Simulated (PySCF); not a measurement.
# CH₄BrFGe: core binding energies at several levels of theory, part 2 of 2

PySCF 2.14.0. Atoms count from 0. Earlier steps stand in the parts before.

## 6. Core holes by ΔSCF: HF, X2C

What the job is given:

```
{"job": {"kind": "xps", "xc": "HF"}, "charge": 0, "multiplicity": 1}
F      1.200515    -1.198010     0.957143
C      0.928633    -0.329177    -0.048189
Ge    -0.990633     0.164151    -0.033183
Br     2.012316     1.281555     0.160916
H      1.259795    -0.770669    -1.000143
H     -1.259581     1.088332    -1.229111
H     -1.816073    -1.128953    -0.154694
H     -1.280031     0.871266     1.295503
```

Method: delta-SCF UKS HF, pcX-2 on the ionised atom, pcseg-1 elsewhere, spin-free X2C.

Standard output:

```text
ground state, core basis on atom 0 (F), 133 functions
  cycle   1  E = -4828.82596857  |g| = 6.54e-01
  cycle   2  E = -4828.89776197  |g| = 4.61e-01
  cycle   3  E = -4828.94048070  |g| = 4.56e-02
  cycle   4  E = -4828.94164044  |g| = 1.35e-02
  cycle   5  E = -4828.94171901  |g| = 4.99e-03
  cycle   6  E = -4828.94173195  |g| = 1.59e-03
  cycle   7  E = -4828.94173364  |g| = 4.68e-04
  E(ground) = -4828.94173364 Eh
hole in F 1s of atom 0
  cycle   1  E = -4802.60051759  |g| = 2.56e+00
  cycle   2  E = -4803.26256774  |g| = 1.19e+00
  cycle   3  E = -4803.50250108  |g| = 8.70e-02
  cycle   4  E = -4803.50471896  |g| = 2.02e-02
  cycle   5  E = -4803.50497322  |g| = 1.02e-02
  cycle   6  E = -4803.50505176  |g| = 3.58e-03
  cycle   7  E = -4803.50506362  |g| = 1.05e-03
  cycle   8  E = -4803.50506524  |g| = 4.54e-04
  E(ion) = -4803.50506524 Eh   <S^2> = 0.7620   hole on atom = 1.000   binding energy = 692.167 eV
ground state, core basis on atom 1 (C), 133 functions
  cycle   1  E = -4828.89843043  |g| = 6.33e-02
  cycle   2  E = -4828.89888681  |g| = 3.74e-02
  cycle   3  E = -4828.89910622  |g| = 4.13e-03
  cycle   4  E = -4828.89911154  |g| = 8.03e-04
  cycle   5  E = -4828.89911190  |g| = 3.81e-04
  E(ground) = -4828.89911190 Eh
hole in C 1s of atom 1
  cycle   1  E = -4817.51385162  |g| = 1.49e+00
  cycle   2  E = -4817.71770483  |g| = 1.04e+00
  cycle   3  E = -4818.08331086  |g| = 1.69e-01
  cycle   4  E = -4818.09603169  |g| = 4.60e-02
  cycle   5  E = -4818.09743286  |g| = 2.36e-02
  cycle   6  E = -4818.09837566  |g| = 1.65e-02
  cycle   7  E = -4818.09947075  |g| = 1.04e-02
  cycle   8  E = -4818.10035720  |g| = 9.30e-03
  cycle   9  E = -4818.10052181  |g| = 1.08e-02
  cycle  10  E = -4818.10010863  |g| = 8.56e-03
  cycle  11  E = -4818.10009608  |g| = 5.57e-03
  cycle  12  E = -4818.10012637  |g| = 2.81e-03
  cycle  13  E = -4818.10012600  |g| = 1.92e-03
  cycle  14  E = -4818.10012729  |g| = 1.97e-03
  cycle  15  E = -4818.10012800  |g| = 6.16e-04
  cycle  16  E = -4818.10012816  |g| = 2.94e-04
  E(ion) = -4818.10012816 Eh   <S^2> = 0.8703   hole on atom = 1.000   binding energy = 293.855 eV
```

It took 13 s on 1 thread of Arm Neoverse V1, shared host; peak memory 0.52 GiB.

Binding energies by hole, beside the orbital energy of the ground state; the difference holds orbital relaxation and, for a density functional, its self-interaction error:

| hole | stands for | environment | ΔSCF (eV) | −ε (eV) | ⟨S²⟩ |
| --- | --- | --- | --- | --- | --- |
| F1s on F0 | F0 | fluorine on an sp3 carbon | 692.17 | 716.8 | 0.762 |
| C1s on C1 | C1 | sp3 CH bonded to Br and F and Ge | 293.86 (doubtful) | 309.8 | 0.870 |

Doubtful: the ion did not converge, its hole moved, or its ⟨S²⟩ is well above 0.75.

## 7. Core holes by ΔSCF: SCAN, X2C

Settings changed since step 6:

```diff
@@ -1,2 +1,2 @@
-{"job": {"kind": "xps", "xc": "HF"}, "charge": 0, "multiplicity": 1}
+{"job": {"kind": "xps", "basis": "pcX-1"}, "charge": 0, "multiplicity": 1}
 F      1.200515    -1.198010     0.957143
```

Level: delta-SCF UKS SCAN, pcX-1 on the ionised atom, pcseg-1 elsewhere, spin-free X2C.

Standard output:

```text
ground state, core basis on atom 0 (F), 112 functions
  cycle   1  E = -4832.91019356  |g| = 5.33e-01
  cycle   2  E = -4832.81022106  |g| = 9.63e-01
  cycle   3  E = -4832.95175834  |g| = 7.78e-02
  cycle   4  E = -4832.95299064  |g| = 2.32e-02
  cycle   5  E = -4832.95315549  |g| = 4.55e-03
  cycle   6  E = -4832.95315501  |g| = 1.79e-03
  cycle   7  E = -4832.95315220  |g| = 9.21e-04
  cycle   8  E = -4832.95315530  |g| = 1.30e-04
  E(ground) = -4833.22804528 Eh
hole in F 1s of atom 0
  cycle   1  E = -4806.58883680  |g| = 2.57e+00
  cycle   2  E = -4805.82811392  |g| = 2.40e+00
  cycle   3  E = -4807.04986047  |g| = 8.17e-01
  cycle   4  E = -4807.29745170  |g| = 5.67e-01
  cycle   5  E = -4807.47295953  |g| = 6.50e-02
  cycle   6  E = -4807.47437686  |g| = 2.43e-02
  cycle   7  E = -4807.47474077  |g| = 3.78e-03
  cycle   8  E = -4807.47475400  |g| = 7.69e-04
  cycle   9  E = -4807.47475600  |g| = 2.60e-04
  E(ion) = -4807.75458716 Eh   <S^2> = 0.7569   hole on atom = 1.000   binding energy = 693.168 eV
ground state, core basis on atom 1 (C), 112 functions
  cycle   1  E = -4832.95470302  |g| = 4.41e-02
  cycle   2  E = -4832.95410186  |g| = 6.47e-02
  cycle   3  E = -4832.95502621  |g| = 1.01e-02
  cycle   4  E = -4832.95505468  |g| = 3.47e-03
  cycle   5  E = -4832.95505790  |g| = 1.40e-03
  cycle   6  E = -4832.95506139  |g| = 2.42e-04
  E(ground) = -4833.22754164 Eh
hole in C 1s of atom 1
  cycle   1  E = -4821.57389203  |g| = 1.51e+00
  cycle   2  E = -4818.64799890  |g| = 2.72e+00
  cycle   3  E = -4821.70625030  |g| = 9.32e-01
  cycle   4  E = -4822.05158711  |g| = 5.43e-01
  cycle   5  E = -4822.14272012  |g| = 1.69e-01
  cycle   6  E = -4822.15546523  |g| = 3.84e-02
  cycle   7  E = -4822.15632182  |g| = 8.28e-03
  cycle   8  E = -4822.15638632  |g| = 3.09e-03
  cycle   9  E = -4822.15639826  |g| = 1.66e-03
  cycle  10  E = -4822.15640154  |g| = 4.62e-04
  E(ion) = -4822.42748728 Eh   <S^2> = 0.7831   hole on atom = 1.000   binding energy = 293.884 eV
```

It took 7.5 s on 1 thread of Arm Neoverse V1, shared host; peak memory 0.52 GiB.

The holes in one table. −ε is the ground-state orbital energy:

| hole | stands for | environment | ΔSCF (eV) | −ε (eV) | ⟨S²⟩ |
| --- | --- | --- | --- | --- | --- |
| F1s on F0 | F0 | fluorine on an sp3 carbon | 693.17 | 666.9 | 0.757 |
| C1s on C1 | C1 | sp3 CH bonded to Br and F and Ge | 293.88 | 277.3 | 0.783 |

## 8. X-ray photoelectron lines: SCAN, X2C

Settings changed since step 7:

```diff
@@ -1,2 +1,2 @@
-{"job": {"kind": "xps", "basis": "pcX-1"}, "charge": 0, "multiplicity": 1}
+{"job": {"kind": "xps", "basis": "def2-TZVP"}, "charge": 0, "multiplicity": 1}
 F      1.200515    -1.198010     0.957143
```

Method: delta-SCF UKS SCAN, def2-TZVP on the ionised atom, pcseg-1 elsewhere, spin-free X2C.

Standard output:

```text
ground state, core basis on atom 0 (F), 119 functions
  cycle   1  E = -4832.97294780  |g| = 5.20e-01
  cycle   2  E = -4832.86612536  |g| = 9.77e-01
  cycle   3  E = -4833.01477518  |g| = 7.28e-02
  cycle   4  E = -4833.01581500  |g| = 2.36e-02
  cycle   5  E = -4833.01597799  |g| = 7.19e-03
  cycle   6  E = -4833.01599109  |g| = 3.76e-03
  cycle   7  E = -4833.01599430  |g| = 4.73e-04
  E(ground) = -4833.29077461 Eh
hole in F 1s of atom 0
  cycle   1  E = -4806.63970545  |g| = 2.46e+00
  cycle   2  E = -4805.90939780  |g| = 2.18e+00
  cycle   3  E = -4807.05125310  |g| = 8.54e-01
  cycle   4  E = -4807.37214673  |g| = 5.14e-01
  cycle   5  E = -4807.51228084  |g| = 7.67e-02
  cycle   6  E = -4807.51445240  |g| = 2.31e-02
  cycle   7  E = -4807.51478852  |g| = 4.15e-03
  cycle   8  E = -4807.51480160  |g| = 8.06e-04
  cycle   9  E = -4807.51479966  |g| = 2.63e-04
  E(ion) = -4807.79515547 Eh   <S^2> = 0.7567   hole on atom = 1.000   binding energy = 693.771 eV
ground state, core basis on atom 1 (C), 119 functions
  cycle   1  E = -4832.98277033  |g| = 8.56e-02
  cycle   2  E = -4832.98012215  |g| = 1.53e-01
  cycle   3  E = -4832.98389791  |g| = 6.76e-03
  cycle   4  E = -4832.98390928  |g| = 2.31e-03
  cycle   5  E = -4832.98390427  |g| = 1.19e-03
  cycle   6  E = -4832.98390595  |g| = 1.66e-04
  E(ground) = -4833.25658565 Eh
hole in C 1s of atom 1
  cycle   1  E = -4821.60151292  |g| = 1.47e+00
  cycle   2  E = -4818.71393579  |g| = 2.55e+00
  cycle   3  E = -4821.68220020  |g| = 9.55e-01
  cycle   4  E = -4822.07177638  |g| = 5.27e-01
  cycle   5  E = -4822.15448402  |g| = 1.77e-01
  cycle   6  E = -4822.16821146  |g| = 3.51e-02
  cycle   7  E = -4822.16896349  |g| = 8.59e-03
  cycle   8  E = -4822.16903911  |g| = 3.37e-03
  cycle   9  E = -4822.16905107  |g| = 1.73e-03
  cycle  10  E = -4822.16905634  |g| = 5.44e-04
  cycle  11  E = -4822.16905662  |g| = 2.04e-04
  E(ion) = -4822.44016105 Eh   <S^2> = 0.7827   hole on atom = 1.000   binding energy = 294.330 eV
```

Run time: 9.4 s. Hardware: 1 thread of Arm Neoverse V1, shared host; peak memory 0.52 GiB.

The holes in one table. −ε is the ground-state orbital energy:

| hole | stands for | environment | ΔSCF (eV) | −ε (eV) | ⟨S²⟩ |
| --- | --- | --- | --- | --- | --- |
| F1s on F0 | F0 | fluorine on an sp3 carbon | 693.77 | 667.4 | 0.757 |
| C1s on C1 | C1 | sp3 CH bonded to Br and F and Ge | 294.33 | 277.3 | 0.783 |

## 9. Core holes by ΔSCF: SCAN, non-relativistic

Settings changed since step 8:

```diff
@@ -1,2 +1,2 @@
-{"job": {"kind": "xps", "basis": "def2-TZVP"}, "charge": 0, "multiplicity": 1}
+{"job": {"kind": "xps", "x2c": false}, "charge": 0, "multiplicity": 1}
 F      1.200515    -1.198010     0.957143
```

With the program's defaults for keys left out, this is: delta-SCF UKS SCAN, pcX-2 on the ionised atom, pcseg-1 elsewhere, non-relativistic.

Standard output:

```text
ground state, core basis on atom 0 (F), 133 functions
  cycle   1  E = -4790.85041106  |g| = 5.34e-01
  cycle   2  E = -4790.74431294  |g| = 9.94e-01
  cycle   3  E = -4790.89186582  |g| = 8.31e-02
  cycle   4  E = -4790.89301766  |g| = 2.86e-02
  cycle   5  E = -4790.89322766  |g| = 9.64e-03
  cycle   6  E = -4790.89324700  |g| = 4.84e-03
  cycle   7  E = -4790.89325641  |g| = 6.74e-04
  cycle   8  E = -4790.89325525  |g| = 1.51e-04
  E(ground) = -4791.16486500 Eh
hole in F 1s of atom 0
  cycle   1  E = -4764.54182108  |g| = 2.58e+00
  cycle   2  E = -4763.78311796  |g| = 2.44e+00
  cycle   3  E = -4765.03008152  |g| = 8.12e-01
  cycle   4  E = -4765.25367930  |g| = 5.86e-01
  cycle   5  E = -4765.43982576  |g| = 6.21e-02
  cycle   6  E = -4765.44116107  |g| = 2.58e-02
  cycle   7  E = -4765.44156262  |g| = 3.70e-03
  cycle   8  E = -4765.44157455  |g| = 8.89e-04
  cycle   9  E = -4765.44157785  |g| = 2.64e-04
  E(ion) = -4765.71888247 Eh   <S^2> = 0.7574   hole on atom = 1.000   binding energy = 692.420 eV
ground state, core basis on atom 1 (C), 133 functions
  cycle   1  E = -4790.85933401  |g| = 9.03e-02
  cycle   2  E = -4790.85692018  |g| = 1.47e-01
  cycle   3  E = -4790.86034549  |g| = 1.23e-02
  cycle   4  E = -4790.86036744  |g| = 4.93e-03
  cycle   5  E = -4790.86037165  |g| = 1.63e-03
  cycle   6  E = -4790.86037089  |g| = 2.02e-04
  E(ground) = -4791.12919999 Eh
hole in C 1s of atom 1
  cycle   1  E = -4779.48100280  |g| = 1.51e+00
  cycle   2  E = -4776.48601289  |g| = 2.76e+00
  cycle   3  E = -4779.63822879  |g| = 9.15e-01
  cycle   4  E = -4779.95845714  |g| = 5.50e-01
  cycle   5  E = -4780.05260597  |g| = 1.66e-01
  cycle   6  E = -4780.06439966  |g| = 4.06e-02
  cycle   7  E = -4780.06531774  |g| = 8.57e-03
  cycle   8  E = -4780.06538659  |g| = 3.40e-03
  cycle   9  E = -4780.06539713  |g| = 1.89e-03
  cycle  10  E = -4780.06540371  |g| = 6.11e-04
  cycle  11  E = -4780.06540200  |g| = 2.19e-04
  E(ion) = -4780.33307924 Eh   <S^2> = 0.7847   hole on atom = 1.000   binding energy = 293.777 eV
```

It took 9.5 s on 1 thread of Arm Neoverse V1, shared host; peak memory 0.52 GiB.

Binding energies by hole, beside the orbital energy of the ground state; the difference holds orbital relaxation and, for a density functional, its self-interaction error:

| hole | stands for | environment | ΔSCF (eV) | −ε (eV) | ⟨S²⟩ |
| --- | --- | --- | --- | --- | --- |
| F1s on F0 | F0 | fluorine on an sp3 carbon | 692.42 | 666.7 | 0.757 |
| C1s on C1 | C1 | sp3 CH bonded to Br and F and Ge | 293.78 | 277.3 | 0.785 |

## 10. Results

What follows sums up all 2 parts.

| quantity | value |
| --- | --- |
| F1s binding energies, SCAN/pcX-2 | F0 693.06 eV |
| C1s binding energies, SCAN/pcX-2 | C1 293.88 eV |
| F1s binding energies, B3LYP/pcX-2 | F0 692.69 eV |
| C1s binding energies, B3LYP/pcX-2 | C1 293.84 eV |
| F1s binding energies, PBE0/pcX-2 | F0 692.14 eV |
| C1s binding energies, PBE0/pcX-2 | C1 293.40 eV |
| F1s binding energies, PBE/pcX-2 | F0 691.87 eV |
| C1s binding energies, PBE/pcX-2 | C1 292.86 eV |
| F1s binding energies, HF/pcX-2 | F0 692.17 eV |
| F1s binding energies, SCAN/pcX-1 | F0 693.17 eV |
| C1s binding energies, SCAN/pcX-1 | C1 293.88 eV |
| F1s binding energies, SCAN/def2-TZVP | F0 693.77 eV |
| C1s binding energies, SCAN/def2-TZVP | C1 294.33 eV |
| F1s binding energies, SCAN/pcX-2, non-relativistic | F0 692.42 eV |
| C1s binding energies, SCAN/pcX-2, non-relativistic | C1 293.78 eV |

Single values in the summary come from the first sound run of each kind (SCAN/pcX-2), which need not be the best level.
